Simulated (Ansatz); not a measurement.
**Ti: stress in a strained cell**

Aim: deform Ti (zz strain of +2 %) and compute stress, forces and field gradients with LAPW, PAW and all-electron datasets made for the crystal.

Method: DFT LDA, scalar-relativistic, in Ansatz 0.2.0.

## Step 1: The structure to begin with

Symmetry: Fm-3m, No. 225, cubic system. The conventional cell has a = 4.060 Å, b = 4.060 Å, c = 4.060 Å, α = 90.00°, β = 90.00°, γ = 90.00°. Around Ti (site symmetry m-3m) lie 12 Ti at 2.87 Å.

As a file:

```xyz
1
Lattice="0.0000 2.0300 2.0300 2.0300 0.0000 2.0300 2.0300 2.0300 0.0000" Properties=species:S:1:pos:R:3 pbc="T T T"
Ti    0.0000    0.0000    0.0000
```

## Step 2: The deformed structure

Space group Fm-3m before, I4/mmm after.

## Step 3: Full-potential LAPW

File input.yaml:

```yaml
crystal:
  lattice:
    - [0.0, 2.03, 2.0706]
    - [2.03, 0.0, 2.0706]
    - [2.03, 2.03, 0.0]
  atoms:
    - { symbol: Ti, position: [0.0, 0.0, 0.0] }
kpoints:
  mp_grid: { grid: [14, 14, 14] }
  band_path:
    path:
      - [0.0, 0.0, 0.0]
      - [0.0, 0.5, 0.5]
      - [0.25, 0.75, 0.5]
      - [0.0, 0.5, 0.0]
      - [0.0, 0.0, 0.0]
      - [0.5, 0.5, 0.0]
      - [0.3701460977, 0.6298539023, 0.0]
      - [-0.3701460977, 0.3701460977, 0.0]
      - [0.0, 0.0, 0.0]
    npoints: 5
scf:
  occupations: { method: fermi_dirac, width: 0.05 }
hamiltonian:
  xc: lda
  pseudopotentials: { kind: all_electron, lapw: { basis_error: 0.00025 } }
output:
  forces: true
  stress: true
  eigenvalues: true
```

Command:

```
> ansatz run input.yaml --threads 1 --pin off --max-ram 3072MiB --backend cpu --events-out ev --progress --plain --runs-dir out
```

## Step 4: PAW on the default files

File input.yaml:

```yaml
crystal:
  lattice:
    - [0.0, 2.03, 2.0706]
    - [2.03, 0.0, 2.0706]
    - [2.03, 2.03, 0.0]
  atoms:
    - { symbol: Ti, position: [0.0, 0.0, 0.0] }
kpoints:
  mp_grid: { grid: [14, 14, 14] }
scf:
  occupations: { method: fermi_dirac, width: 0.05 }
hamiltonian:
  xc: lda
  pseudopotentials: { kind: paw }
output:
  forces: true
  stress: true
  eigenvalues: true
  efg: { contact_densities: true }
```

## Step 5: All-electron PAW on datasets made for the crystal

input.yaml: that of step 4 with these lines changed.

```diff
@@ -13,3 +13,3 @@
   xc: lda
-  pseudopotentials: { kind: paw }
+  pseudopotentials: { kind: all_electron, datasets: crystal }
 output:
```

(Steps that only read results are left out.)

Q: Predict the outcome of this session. Wanted: pressure; largest shear or deviatoric stress.

As calculated:

| quantity | value |
| --- | --- |
| pressure | LAPW -6.87, PAW -6.88, crystal datasets -6.87 GPa |
| largest shear or deviatoric stress (LAPW) | 0.34 GPa |

The largest part of the stress beyond the pressure is 0.34 GPa in size, in the zz component. No run of the undeformed cell stands beside it, so the pressure holds what the given cell had before the change. PAW: stress within 0.01 GPa of LAPW. Crystal datasets: stress within 0.01 GPa of LAPW.
